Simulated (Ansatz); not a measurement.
The same calculation of Ca, space group Im-3m as a Python script and as an input file (the Ansatz DFT code, driven from Python).

Notebook, run cell by cell (the value of a cell's last expression is shown):

In [1]:
```python
import json

import ansatz as az
import matplotlib.pyplot as plt
import numpy as np
from pymatgen.core import Lattice, Structure
from pymatgen.io.ase import AseAtomsAdaptor
```

In [2]:
```python
pmg_structure = Structure(
    Lattice([(-2.24, 2.24, 2.24), (2.24, -2.24, 2.24), (2.24, 2.24, -2.24)]),
    ["Ca"],
    [
        (0.0, 0.0, 0.0),
    ],
)
ca = az.Crystal.from_ase(AseAtomsAdaptor.get_atoms(pmg_structure))
start = ca.supercell(2).vacancy("Ca", at=(0.0, 0.0, 0.0)).resolved()
empty = np.array((0.0, 0.0, 0.0))
# the nearest atom of the same element hops into the empty site
cell = np.array(start.lattice.vectors)
apart = np.array([site.position for site in start.sites]) - empty
apart -= np.round(apart)
distance = [np.linalg.norm(d @ cell) if site.symbol == "Ca" else np.inf for d, site in zip(apart, start.sites)]
hopper = int(np.argmin(distance))
end = start.move(hopper, to=np.array(start.sites[hopper].position) - apart[hopper])
print(f"atom {hopper} (Ca) hops {distance[hopper]:.3f} A")
```
```text
atom 0 (Ca) hops 3.880 A
```

In [3]:
```python
model = (
    start.calculation()
    .functional(az.Functional.PBESOL)
    .basis(450)
    .kpoints(spacing=0.88)
    .occupations("gaussian", width=0.1)
    .neb(to=end, images=3, force_tolerance=0.1, max_iterations=30, relax_end_points=True)
)
out = model.run(threads=1, pin="off", events_out="ca.ndjson")
with open("ca.ndjson") as stream:
    events = [json.loads(line) for line in stream]
steps = [e["data"] for e in events if e["event"] == "neb_iteration"]
r = out.report
```
```text
DeckWarning: neb: disabling space-group detection — the band's intermediate images generally break the endpoint symmetry, so no spatial operation reduces the k-mesh or symmetrises the density, except that a semilocal band can use its path's symmetry ahead of convergence; time reversal is kept, so that k and −k are [...]
```

In [4]:
```python
[(site.symbol, site.position_frac.round(4).tolist()) for site in out.lattice.sites]
```
Out [4]:
```text
[(<Element.CA: 'Ca'>, [-0.0, -0.0, 0.25]), (<Element.CA: 'Ca'>, [-0.0, 0.4778, 0.003]),
 (<Element.CA: 'Ca'>, [0.0, 0.5222, 0.497]), (<Element.CA: 'Ca'>, [0.4778, 0.0, 0.003]),
 (<Element.CA: 'Ca'>, [0.5222, -0.0, 0.497]), (<Element.CA: 'Ca'>, [0.4778, 0.4778, -0.0252]),
 (<Element.CA: 'Ca'>, [0.5222, 0.5222, 0.5252])]
```

In [5]:
```python
r["kpoints_frac"][:4]
```
Out [5]:
```text
[[0.0, 0.0, 0.0], [0.0, 0.0, -0.5], [0.0, -0.5, 0.0], [0.0, -0.5, -0.5]]
```

In [6]:
```python
print(len(steps), "rounds; largest force on the band at the end", round(steps[-1]["band_force_max_ev_ang"], 4), "eV/A")
band = out.neb_path()
energy = np.array([image.lagrangian_ev for image in band.images])
```
```text
4 rounds; largest force on the band at the end 0.0992 eV/A
```

In [7]:
```python
print("image  path (A)  dE (eV)")
for number, image in enumerate(band.images):
    mark = "  <- climbing" if number == band.climbing_image else ""
    print(f"{number:4d} {image.path_coordinate_ang:9.3f} {image.lagrangian_ev - energy[0]:9.4f}{mark}")
print(f"barrier forwards {energy.max() - energy[0]:.3f} eV, backwards {energy.max() - energy[-1]:.3f} eV")
plt.figure(figsize=(4.5, 3))
plt.plot([image.path_coordinate_ang for image in band.images], energy - energy[0], "o-")
plt.xlabel("path (A)")
plt.ylabel("energy (eV)")
plt.tight_layout()
plt.savefig("neb.png", dpi=100)
```
```text
image  path (A)  dE (eV)
   0     0.000    0.0000
   1     0.914    0.0637
   2     1.868    0.1159  <- climbing
   3     2.821    0.0637
   4     3.736    0.0000
barrier forwards 0.116 eV, backwards 0.116 eV
```

`input.yaml`:
```yaml
crystal:
  lattice:
    - [-4.48, 4.48, 4.48]
    - [4.48, -4.48, 4.48]
    - [4.48, 4.48, -4.48]
  atoms:
    - { symbol: Ca, position: [0.0, 0.0, 0.5] }
    - { symbol: Ca, position: [0.0, 0.5, 0.0] }
    - { symbol: Ca, position: [0.0, 0.5, 0.5] }
    - { symbol: Ca, position: [0.5, 0.0, 0.0] }
    - { symbol: Ca, position: [0.5, 0.0, 0.5] }
    - { symbol: Ca, position: [0.5, 0.5, 0.0] }
    - { symbol: Ca, position: [0.5, 0.5, 0.5] }
basis:
  ecutwfc: 450.0
kpoints:
  mp_grid:
    kspacing: 0.88
hamiltonian:
  xc: pbesol
scf:
  occupations:
    method: gaussian
    width: 0.1
neb:
  images: 3
  relax_end_points: true
  f_tol: 0.1
  max_iterations: 30
  final_atoms:
    - { symbol: Ca, position: [0.0, 0.0, 0.0] }
    - { symbol: Ca, position: [0.0, 0.5, 0.0] }
    - { symbol: Ca, position: [0.0, 0.5, 0.5] }
    - { symbol: Ca, position: [0.5, 0.0, 0.0] }
    - { symbol: Ca, position: [0.5, 0.0, 0.5] }
    - { symbol: Ca, position: [0.5, 0.5, 0.0] }
    - { symbol: Ca, position: [0.5, 0.5, 0.5] }
```

What to keep in mind:
- Of the deposited cell: it was measured well above room temperature.
- This isn't the structure that Ca takes at ambient conditions.
- Gaps and levels are Kohn-Sham values on a finite set of k-points.
- Warnings are shown shortened and without file and line.
- The cell is small and the mesh coarse, so the barrier is a rough value for a high concentration of the moving defect.
- Finished in 5 min on 1 thread of Arm Neoverse V2 (shared host), peak memory 0.91 GiB.
